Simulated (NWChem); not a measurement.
**triplet AlGeH4Cl: levels of theory compared**

Aim: a comparison of 3 runs (UHF/STO-3G, UHF/3-21G, UB3LYP/6-31G*) of triplet AlGeH4Cl. 

The results are computed with NWChem 7.3.0.

30 further runs of the same task are left out: 30 set aside as unsound or not needed. Runs told in other sessions of the task aren't counted.

### 1 Starting point

The species is AlGeH4Cl (7 atoms), meant as a triplet with charge 0. SMILES of the parent species: `[Cl][AlH][GeH3]`. The coordinates come from a PBE0-D4/def2-TZVP relaxation. That shape belongs to the parent species and isn't relaxed for this state.

Bond lengths: Cl1–Al2 2.102 Å, Al2–Ge3 2.467 Å, Al2–H4 1.580 Å, Ge3–H5 1.540 Å, Ge3–H6 1.540 Å, Ge3–H7 1.540 Å. Angles: Cl1–Al2–Ge3 116.8°, Cl1–Al2–H4 116.5°, Ge3–Al2–H4 126.7°, Al2–Ge3–H5 111.0°, Al2–Ge3–H6 111.0°, Al2–Ge3–H7 112.3°, H5–Ge3–H6 107.2°, H5–Ge3–H7 107.6°, H6–Ge3–H7 107.6°.

### 2 The energy at UHF/STO-3G (run 1)

The input, alclgeh4.nw:

```
start alclgeh4
title "AlClGeH4 hf"
memory 2200 mb
geometry units angstroms noautosym nocenter noautoz
  Cl   -2.499300   -1.527200   -0.126900
  Al   -0.425400   -1.314700    0.144500
  Ge    0.501100    0.959800   -0.093300
  H     0.379500   -2.632000    0.480000
  H     0.225700    1.522500   -1.499900
  H    -0.144000    1.926400    0.916800
  H     2.023700    0.997300    0.133100
end
basis spherical bse
  * library STO-3G
end
scf
  nopen 2
  uhf
  thresh 1e-08
  maxiter 80
  noprint "final vectors analysis"
end
task scf energy
```

On the command line:

```
nwchem alclgeh4.nw > alclgeh4.out
```

Standard output:

```text
[...]
  functions       =    40
[...]
  wavefunction    = UHF
[...]
         Total SCF energy =  -2747.523172480697
      One electron energy =  -4400.866919640122
      Two electron energy =   1376.705106918522
 Nuclear repulsion energy =    276.638640240903
                       Sz =      1.0000
                 Sz(Sz+1) =      2.0000
                      S^2 =      2.0050
[...]
```

Wall time 21 s (1 thread of Intel Xeon Platinum 8375C at 2.90GHz (Ice Lake), shared host); peak memory 0.098 GiB.

### 3 A single-point energy at UHF/3-21G (run 2)

The input, run.py:

```python
from ase import Atoms
from ase.calculators.nwchem import NWChem

system = Atoms(['Cl', 'Al', 'Ge', 'H', 'H', 'H', 'H'], positions=[
    [-2.499300, -1.527200, -0.126900],
    [-0.425400, -1.314700, 0.144500],
    [0.501100, 0.959800, -0.093300],
    [0.379500, -2.632000, 0.480000],
    [0.225700, 1.522500, -1.499900],
    [-0.144000, 1.926400, 0.916800],
    [2.023700, 0.997300, 0.133100],
])

calc = NWChem(
    label='nw',
    theory='scf',
    memory='2200 mb',
    basis='3-21G',
    basispar='spherical bse',
    scf={'nopen': '2', 'uhf': None, 'thresh': '1e-08', 'maxiter': '80'},
    task='energy',
)
system.calc = calc

print("Total energy (eV):", round(system.get_potential_energy(), 6))
```

On the command line:

```
export ASE_NWCHEM_COMMAND="nwchem PREFIX.nwi > PREFIX.nwo"
python run.py
```

Standard output:

```text
Total energy (eV): -75251.190194
```

The calculator wrote nw.nwi:

```
title "nw"

permanent_dir nw

scratch_dir nw

start nw

geometry units angstrom nocenter noautosym noautoz
  Cl -2.4992999999999999e+00 -1.5271999999999999e+00 -1.2690000000000001e-01
  Al -4.2540000000000000e-01 -1.3147000000000000e+00 1.4449999999999999e-01
  Ge 5.0109999999999999e-01 9.5979999999999999e-01 -9.3299999999999994e-02
  H  3.7950000000000000e-01 -2.6320000000000001e+00 4.7999999999999998e-01
  H  2.2570000000000001e-01 1.5225000000000000e+00 -1.4999000000000000e+00
  H  -1.4399999999999999e-01 1.9263999999999999e+00 9.1679999999999995e-01
  H  2.0236999999999998e+00 9.9729999999999996e-01 1.3310000000000000e-01
end

memory 2200 mb

basis spherical bse noprint
   * library 3-21G
end

scf
  nopen 2
  uhf
  thresh 1e-08
  maxiter 80
end

task scf energy
```

nw.nwo:

```text
Northwest Computational Chemistry Package (NWChem) 7.3.0
             --------------------------------------------------------

           Job information
           ---------------

    nwchem branch   = 7.3.0
    use scalapack   = T
    input           = nw.nwi
    prefix          = nw.
    data base       = nw/nw.db
    status          = startup
    nproc           =        1

           Memory information
           ------------------

    heap     =     72089598 doubles =      550.0 Mbytes
    stack    =     72089595 doubles =      550.0 Mbytes
    global   =    144179200 doubles =     1100.0 Mbytes (distinct from heap & stack)
    total    =    288358393 doubles =     2200.0 Mbytes
    verify   = yes
    hardfail = no

[... 40 lines left out ...]
            Nuclear Dipole moment (a.u.)
[... 87 lines left out ...]
 1-e energy   =   -4406.579907
[... 7 lines left out ...]
         Quadratically convergent UHF
[... 15 lines left out ...]
       Final UHF  results
[... 3 lines left out ...]
      One electron energy =  -4404.756096720877
[... 1 line left out ...]
 Nuclear repulsion energy =    276.638640240903
[... 56 lines left out ...]
          Final beta eigenvalues
[... 255 lines left out ...]
                     UHF Final Beta Molecular Orbital Analysis
[... 265 lines left out ...]
       Multipole analysis of the density wrt the origin
       ------------------------------------------------

     L   x y z        total         alpha         beta         nuclear
     -   - - -        -----         -----         ----         -------
     0   0 0 0     -0.000000    -34.000000    -32.000000     66.000000

     1   1 0 0      1.574461     28.905939     28.412037    -55.743515
[... 8 lines of this table left out ...]
     2   0 0 2    -37.328464    -30.513410    -21.678177     14.863123

 Task  times  cpu:        6.9s     wall:        6.9s
 Total times  cpu:        6.9s     wall:        6.9s
```

Run time: 8.4 s. Hardware: 1 thread of Intel Xeon Platinum 8375C at 2.90GHz (Ice Lake), shared host; peak memory 0.099 GiB.

### 4 The energy at UB3LYP/6-31G(d) (Cartesian functions) (run 3)

The input, alclgeh4.xyz:

```xyz
7
AlClGeH4
Cl    -2.499300    -1.527200    -0.126900
Al    -0.425400    -1.314700     0.144500
Ge     0.501100     0.959800    -0.093300
H      0.379500    -2.632000     0.480000
H      0.225700     1.522500    -1.499900
H     -0.144000     1.926400     0.916800
H      2.023700     0.997300     0.133100
```

The input, run.py:

```python
from ase.io import read
from ase.calculators.nwchem import NWChem

molecule = read('alclgeh4.xyz')

calc = NWChem(
    label='alclgeh4',
    theory='dft',
    memory='2200 mb',
    basis='6-31G*',
    dft={'xc': 'b3lyp', 'mult': '3', 'grid': 'xfine', 'convergence': 'energy 1e-08', 'iterations': '100', 'mulliken': None},
    task='energy',
)
molecule.calc = calc

e = molecule.get_potential_energy()
print(f"E = {e:.6f} eV")
```

On the command line:

```
export ASE_NWCHEM_COMMAND="nwchem PREFIX.nwi > PREFIX.nwo"
python run.py
```

Standard output:

```text
E = -75694.332324 eV
```

The calculator wrote alclgeh4.nwi:

```
title "alclgeh4"

permanent_dir alclgeh4

scratch_dir alclgeh4

start alclgeh4

geometry units angstrom nocenter noautosym noautoz
  Cl -2.4992999999999999e+00 -1.5271999999999999e+00 -1.2690000000000001e-01
  Al -4.2540000000000000e-01 -1.3147000000000000e+00 1.4449999999999999e-01
  Ge 5.0109999999999999e-01 9.5979999999999999e-01 -9.3299999999999994e-02
  H  3.7950000000000000e-01 -2.6320000000000001e+00 4.7999999999999998e-01
  H  2.2570000000000001e-01 1.5225000000000000e+00 -1.4999000000000000e+00
  H  -1.4399999999999999e-01 1.9263999999999999e+00 9.1679999999999995e-01
  H  2.0236999999999998e+00 9.9729999999999996e-01 1.3310000000000000e-01
end

memory 2200 mb

basis noprint
   * library 6-31G*
end

dft
  xc b3lyp
  mult 3
  grid xfine
  convergence energy 1e-08
  iterations 100
  mulliken
end

task dft energy
```

alclgeh4.nwo:

```text
Northwest Computational Chemistry Package (NWChem) 7.3.0
             --------------------------------------------------------

           Job information
           ---------------

    nwchem branch   = 7.3.0
    use scalapack   = T
    input           = alclgeh4.nwi
    prefix          = alclgeh4.
    data base       = alclgeh4/alclgeh4.db
    status          = startup
    nproc           =        1

           Memory information
           ------------------

    heap     =     72089598 doubles =      550.0 Mbytes
    stack    =     72089595 doubles =      550.0 Mbytes
    global   =    144179200 doubles =     1100.0 Mbytes (distinct from heap & stack)
    total    =    288358393 doubles =     2200.0 Mbytes
    verify   = yes
    hardfail = no

[... 109 lines left out ...]
  convergence criterion.
[... 17 lines left out ...]
          Convergence on gradient requested:  5.00D-04
[... 27 lines left out ...]
          Convergence aids based upon iterative change in
[... 28 lines left out ...]
 1-e energy   =   -4419.178532
[... 57 lines left out ...]
         Total DFT energy =    -2781.715428107511
[... 2 lines left out ...]
    Exchange-Corr. energy =     -127.407717703159
[... 577 lines left out ...]
                     DFT Final Beta Molecular Orbital Analysis
[... 674 lines left out ...]
 center of mass
 --------------
 x =  -0.80137705 y =  -0.21744694 z =  -0.10002720

 moments of inertia (a.u.)
 ------------------
         761.505979023168        -637.021292689184         -10.058134585402
        -637.021292689184         806.364609149111          26.717075177170
         -10.058134585402          26.717075177170        1533.999291285959

     Multipole analysis of the density
     ---------------------------------

     L   x y z        total         alpha         beta         nuclear
     -   - - -        -----         -----         ----         -------
     0   0 0 0     -0.000000    -34.000000    -32.000000     66.000000

     1   1 0 0      0.848816     28.674857     27.917475    -55.743515
[... 8 lines of this table left out ...]
     2   0 0 2    -35.902853    -29.588769    -21.177207     14.863123

 Task  times  cpu:       60.9s     wall:       60.9s
 Total times  cpu:       60.9s     wall:       60.9s
```

It took 62 s on 1 thread of Intel Xeon Platinum 8375C at 2.90GHz (Ice Lake), shared host; peak memory 0.13 GiB.

### 5 All runs side by side

```tsv
run	level	Cartesian functions	iteration cap	energy (Eh)	dipole moment (D)	⟨S²⟩	wall time
1	UHF/STO-3G	no	80	-2747.523172	6.22	2.005	21 s
2	UHF/3-21G	no	80	-2765.430255	5.59	2.006	8.4 s
3	UB3LYP/6-31G* (Cartesian functions)	yes	100	-2781.715428	3.16	2.003	62 s
```

### 6 Outcome

```
                                 quantity           value
                      run 3: total energy  -2781.71543 Eh
                     run 3: dipole moment          3.16 D
run 3: HOMO energy (highest over α and β)        -3.64 eV
                              run 3: ⟨S²⟩           2.003
```

**Reading.** The dipole moment (its size) runs from 3.16 D (UB3LYP/6-31G*) to 6.22 D (UHF/STO-3G). The two ends differ in method and basis. In run 1 the basis is minimal, so the values are rough. All runs together took 92 s, the longest 62 s.
